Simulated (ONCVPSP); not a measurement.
# Silicon: generating and testing an ONCV potential

Aim: build the potential from the settings below, then test how well it stands in for the atom: other configurations, scattering, ghost states and the plane-wave cutoff that it needs.

Method: ONCVPSP 4.0.1, PBEsol, scalar-relativistic.

## (1) The design

The settings as typed:

| Property | Result |
| --- | --- |
| element | silicon (Si, Z = 14) |
| type | optimised norm-conserving Vanderbilt (ONCV) |
| frozen core | [Ne] |
| valence charge | 4 |
| reference configuration | 3s1.75 3p2.25 |
| partial waves | 3s: rc 1.50 bohr, ncon 4, nbas 8, qcut 4.1 1/bohr, 2 projectors, debl 4 Ha; 3p: rc 2.00 bohr, ncon 4, nbas 9, qcut 4.7 1/bohr, 3 projectors, debl 0.4 Ha |
| local potential | polynomial inside 1.35 bohr (lpopt 5, dvloc0 2 Ha) |
| core correction | polynomial model core, fcfact 0.45 |

## (2) Generating the potential

File Si.dat:

```
# ATOM AND REFERENCE CONFIGURATION
# atsym  z   nc   nv     iexc    psfile
  Si 14.00    3    2  -116133      upf
#
#   n    l    f
    1    0    2.00
    2    0    2.00
    2    1    6.00
    3    0    1.75
    3    1    2.25
#
# PSEUDOPOTENTIAL AND OPTIMIZATION
# lmax
    1
#
#   l,   rc,      ep,       ncon, nbas, qcut
    0    1.50    0.00    4    8    4.10
    1    2.00    0.00    4    9    4.70
#
# LOCAL POTENTIAL
# lloc, lpopt,  rc(5),   dvloc0
    4    5    1.35    2.00
#
# VANDERBILT-KLEINMAN-BYLANDER PROJECTORs
# l, nproj, debl
    0    2    4.00
    1    3    0.40
#
# MODEL CORE CHARGE
# icmod, fcfact, rcfact
    1    0.45    0.00
#
# LOG DERIVATIVE ANALYSIS
# epsh1, epsh2, depsh
   -2.00    5.00    0.02
#
# OUTPUT GRID
# rlmax, drl
    6.00    0.01
#
# TEST CONFIGURATIONS
# ncnf
    4
# nvcnf
#   n    l    f
    2
    3    0    2.00
    3    1    2.00
#
    2
    3    0    2.00
    3    1    1.00
#
    2
    3    0    2.00
    3    1    0.00
#
    2
    3    0    1.00
    3    1    2.00
#
```

Launch:

```sh
$ oncvpsp.x < Si.dat > Si.out
```

**Question.** What will these runs give? Wanted: cutoffs for 1 and 0.1 mHa per electron, occupied waves; bound ghosts; GHOST(+) flags; largest test error; largest phase difference near zero energy, channels read; rms error of d²Exc/dn², without and with the model core.

The runs gave:

```
                                                quantity                                                 value
  cutoffs for 1 and 0.1 mHa per electron, occupied waves                                      7.6 Ha and 16 Ha
                                            bound ghosts                                       p at -848.99 eV
                                          GHOST(+) flags  s at 170 eV, p at 627 eV, p at 1096 eV, p at 1601 eV
                            largest test error (AE − PS)                                  +11 meV, for 3s2 3p0
largest phase difference near zero energy, channels read                                             0.002 rad
 rms error of d²Exc/dn², without and with the model core                                     1.92 and 0.33 mHa
```

In words: It has a bound ghost (p), a state that the atom doesn't have, and that rules the file out. The worst unpolarised test, 3s2 3p0, is off by 11 meV on 22.0 eV; by total energies transferability rates as good. Atomic tests can pass in spite of a ghost, since they solve only for the levels asked. It counts as soft on the atom at that tolerance, with 7.6 Ha needed at the looser tolerance. At the looser tolerance the 3s wave is the slowest; 3p needs 3 Ha. Near zero energy the phases of the channels with partial waves agree within 0.002 rad. The program also flags highly localised states, GHOST(+) (s, p).
